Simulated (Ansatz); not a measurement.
# AlBFH₅Si: up Jacob's ladder to CCSD(T)

An exercise on one series of results from a longer session: the logs are not shown, and one member is left open.

Computed with Ansatz 0.2.0, Gaussian basis. Level: functionals in def2-TZVPP, the program's frozen cores in correlated methods.

The runs, in order: LDA (SPW92), PBE-D4, revPBE-D4, BLYP-D4, r2SCAN-D4, B97M-V, PBE0-D4, B3LYP-D4, r2SCANh-D4, r2SCAN0-D4, HSE06-D4, BHLYP-D4, CAM-B3LYP-D4, LC-ωPBE, ωB97X-V, ωB97M-V, B2PLYP, PBE-QIDH; CCSD(T)/def2-SVP; CCSD(T)/def2-TZVPP; MP2/def2-QZVPP; extrapolation to the limit; RPA on PBE.

### The relaxed structure

The geometry comes from an earlier relaxation with PBE0-D4 in a triple-zeta def2 set; it is a stationary point, not always the lowest conformer.

SMILES `F[B]([AlH2])[SiH3]`, 9 atoms, charge 0, spin multiplicity 1.

Atoms are counted from 1 here; the program's logs count them from 0.

Bond lengths: F1–B2 1.332 Å, B2–Al3 2.170 Å, B2–Si4 2.050 Å, Al3–H5 1.592 Å, Al3–H6 1.592 Å, Si4–H7 1.493 Å, Si4–H8 1.489 Å, Si4–H9 1.493 Å. Angles: F1–B2–Al3 119.8°, F1–B2–Si4 118.1°, Al3–B2–Si4 122.1°, B2–Al3–H5 120.6°, B2–Al3–H6 120.9°, H5–Al3–H6 118.4°, B2–Si4–H7 107.7°, B2–Si4–H8 116.1°, B2–Si4–H9 108.3°, H7–Si4–H8 108.9°, H7–Si4–H9 106.6°, H8–Si4–H9 108.9°.

The first run:

in.yaml

```yaml
crystal:
  periodic: [false, false, false]
  atoms:
    - {symbol: F, position_ang: [0.615031, -1.263006, -1.673637]}
    - {symbol: B, position_ang: [0.270219, -0.412238, -0.708543]}
    - {symbol: Al, position_ang: [0.401732, 1.725496, -1.058785]}
    - {symbol: Si, position_ang: [-0.381375, -1.186756, 1.073884]}
    - {symbol: H, position_ang: [1.735849, 2.523422, -0.713385]}
    - {symbol: H, position_ang: [-0.856118, 2.546788, -1.586758]}
    - {symbol: H, position_ang: [-1.798848, -0.757759, 1.263736]}
    - {symbol: H, position_ang: [-0.303666, -2.667576, 1.212633]}
    - {symbol: H, position_ang: [0.405474, -0.554871, 2.173855]}
basis:
  gaussian: {orbitals: def2-TZVPP}
hamiltonian: {xc: lda}
output: {orbitals: {seedname: orbitals}}
```

Started as:

```bash
$ ansatz run in.yaml --threads 2 --pin off --events-out ev --progress --plain --max-ram 4352MiB
```

Among the steps run: LDA; PBE-D4 (GGA); revPBE-D4 (GGA); BLYP-D4 (GGA); r2SCAN-D4 (meta-GGA); B97M-V (meta-GGA); PBE0-D4 (hybrid); B3LYP-D4 (hybrid); r2SCANh-D4 (hybrid); r2SCAN0-D4 (hybrid); HSE06-D4 (hybrid); BHLYP-D4 (hybrid); CAM-B3LYP-D4 (range-separated); LC-ωPBE (range-separated); ωB97X-V (range-separated); ωB97M-V (range-separated); B2PLYP (double hybrid); PBE-QIDH (double hybrid).

One table of the session follows, with a row left open; its other results are not shown here.

It belongs to the step «Orbital energies across the functionals». 

| functional | HOMO (eV) | LUMO (eV) | gap (eV) |
| --- | --- | --- | --- |
| LDA (SPW92) | -5.81 | -3.24 | 2.57 |
| PBE-D4 | -5.70 | -3.02 | 2.68 |
| revPBE-D4 | -5.65 | -2.92 | 2.73 |
| BLYP-D4 | -5.59 | -2.82 | 2.76 |
| r2SCAN-D4 | -5.89 | -2.79 | 3.11 |
| B97M-V | -6.01 | -2.98 | 3.04 |
| PBE0-D4 | -6.83 | -2.08 | 4.75 |
| B3LYP-D4 | ? | ? | ? |
| r2SCANh-D4 | -6.32 | -2.45 | 3.87 |
| r2SCAN0-D4 | -6.96 | -1.95 | 5.00 |
| HSE06-D4 | -6.44 | -2.46 | 3.98 |
| BHLYP-D4 | -7.89 | -1.22 | 6.67 |
| CAM-B3LYP-D4 | -8.12 | -1.06 | 7.07 |
| LC-ωPBE | -9.39 | 0.05 | 9.44 |
| ωB97X-V | -9.07 | -0.09 | 8.98 |
| ωB97M-V | -8.86 | -0.38 | 8.48 |

**Question.** Estimate the row for B3LYP-D4.

Worked estimate for «HOMO (eV)». Against the share of exact exchange, BLYP-D4 (0, -5.59), BHLYP-D4 (0.5, -7.89) give a slope of -4.60 per unit share; at 0.2 the line stands at -6.51.

**Answer.** HOMO (eV): -6.65; LUMO (eV): -2.24; gap (eV): 4.41. In «HOMO (eV)» the line misses by +0.14.
